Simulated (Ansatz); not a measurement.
**HfF+: energies up the ladder**

The task, for HfF+: energies up the ladder. Charge +1.

Method: the levels named in each step, in Ansatz 0.2.0.

## (1) The structure to begin with

Bond lengths: F1–Hf2 2.235 Å.

Coordinates:

```xyz
2

F     0.0000    0.0000    0.0000
Hf    0.0000    0.0000    2.2350
```

## (2) A rough first relaxation, PBE-D4/def2-SVP

The input, input.yaml:

```yaml
crystal:
  periodic: [false, false, false]
  atoms:
    - { symbol: F, position_ang: [0.0, 0.0, 0.0] }
    - { symbol: Hf, position_ang: [0.0, 0.0, 2.23503] }
total_charge: 1
basis:
  gaussian: { orbitals: def2-SVP }
hamiltonian:
  xc: pbe
  dispersion: d4
relax:
  f_tol: 0.03
  max_steps: 200
```

The run is started by

```console
$ ansatz run input.yaml --threads 2 --pin off --max-ram 5120MiB --backend cpu --events-out ev --progress --plain --runs-dir out
```

After this run come: Relaxation, PBE0-D4/def2-TZVPP; Frequencies, PBE0-D4/def2-TZVPP; Single point, PBE-D4/def2-TZVPP; Single point, r2SCAN-D4/def2-TZVPP; Single point, B3LYP-D4/def2-TZVPP; Single point, wB97M-V/def2-TZVPP; Single point, B2PLYP/def2-TZVPP; Single point, LDA/def2-TZVPP; Single point, PBE0-D4/def2-SVP; Single point, PBE-D4/def2-SVP.

**Question.** What will these runs give? Wanted: F1–Hf2 at PBE0-D4/def2-TZVPP; frequencies at PBE0-D4/def2-TZVPP; energy at PBE-D4/def2-SVP.

The runs gave:

| quantity | value |
| --- | --- |
| F1–Hf2 at PBE0-D4/def2-TZVPP | 1.791 Å |
| frequencies at PBE0-D4/def2-TZVPP | 795 cm⁻¹ |
| energy at PBE-D4/def2-SVP | -4011.034 eV |

In words: No mode is imaginary, so the geometry is a minimum. These totals serve in differences with atoms or fragments at the same level; alone they don't rank the methods. Heavy atoms carry effective core potentials in def2 sets, and spin-orbit coupling is left out.
